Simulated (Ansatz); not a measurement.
**AlGaHCl (triplet): from Hartree-Fock to the top rungs, cc-pVDZ**

Aim: climb from Hartree-Fock through coupled cluster and multireference methods for AlGaHCl (triplet) at one geometry and basis, and see what each rung misses.

Method: cc-pVDZ, core rule «outside noble gas», up to 24 orbitals frozen; program: Ansatz 0.2.0, Gaussian basis.

The runs, in order: UHF; CCSD(T) on ROHF; CCSD(T) on UHF; BCCD(T) on ROHF; CISD; CCSDT(Q) on ROHF; CCSDT(Q) on UHF; CASSCF and NEVPT2, 10 electrons in 10 orbitals.

13 further runs of the same task are left out: 9 that didn't finish, 4 set aside as unsound or not needed.

## (1) The system

The geometry is a PBE0/def2-TZVP stationary point (not a proven minimum) of the parent state, kept for this charge and spin. No spin-orbit coupling is included. The filled d shell of Ga may be among the frozen orbitals whatever the setting's name suggests; the logs give the count.

4 atoms, charge 0, spin multiplicity 3.

Atoms are counted from 1 here; the program's logs count them from 0.

Bond lengths: Al1–Ga2 2.682 Å, Al1–H4 1.771 Å, Ga2–Cl3 2.187 Å. Angles: Ga2–Al1–H4 50.2°, Al1–Ga2–Cl3 147.6°.

## (2) UHF

File in.yaml:

```yaml
crystal:
  periodic: [false, false, false]
  atoms:
    - {symbol: Al, position_ang: [0.000000, 0.326130, 2.618171]}
    - {symbol: Ga, position_ang: [0.000000, -0.327997, 0.017077]}
    - {symbol: Cl, position_ang: [0.000000, 0.357921, -2.059892]}
    - {symbol: H, position_ang: [0.000000, 1.369208, 1.186968]}
basis:
  gaussian: {orbitals: cc-pVDZ}
magnetization: {spin_polarized: true, initial_magnetization: 2}
hamiltonian: {xc: hf}
output: {orbitals: {seedname: orbitals}}
```

Started as:

```bash
ansatz run in.yaml --threads 1 --pin off --events-out ev --progress --plain --max-ram 2393MiB
```

After this run come: CCSD(T) on ROHF; CCSD(T) on UHF; BCCD(T) on ROHF; CISD; CCSDT(Q) on ROHF; CCSDT(Q) on UHF; CASSCF and NEVPT2, 10 electrons in 10 orbitals.

Before running them: what should the planned runs give, taken together? Wanted: UCCSDT(Q) below the RHF energy; RMP2 from UCCSDT(Q); UMP2 from UCCSDT(Q); RCCSD from UCCSDT(Q); RCCSD(T) from UCCSDT(Q); UCCSD(T) from UCCSDT(Q); RCCSDT(Q) from UCCSDT(Q); NEVPT2 frontier from UCCSDT(Q); T1 diagnostic.

**Answer**, as computed:

| quantity | value |
| --- | --- |
| UCCSDT(Q) below the RHF energy | -7.4052 eV |
| RMP2 from UCCSDT(Q) | +1263.1 meV |
| UMP2 from UCCSDT(Q) | +1250.2 meV |
| RCCSD from UCCSDT(Q) | +295.6 meV |
| RCCSD(T) from UCCSDT(Q) | +70.0 meV |
| UCCSD(T) from UCCSDT(Q) | +70.4 meV |
| RCCSDT(Q) from UCCSDT(Q) | +2.2 meV |
| NEVPT2 frontier from UCCSDT(Q) | +1034.0 meV |
| levels within 1 kcal/mol (43 meV) | RCCSDT, UCCSDT, RCCSDT(Q) |
| T1 diagnostic | 0.033 |

In words: RCCSD(T) lands +70.0 meV from the yardstick (0.9 % of the correlation energy). These misses are within one basis, not against nature; the frozen cores of restricted and unrestricted runs differ, which can shift their rows.
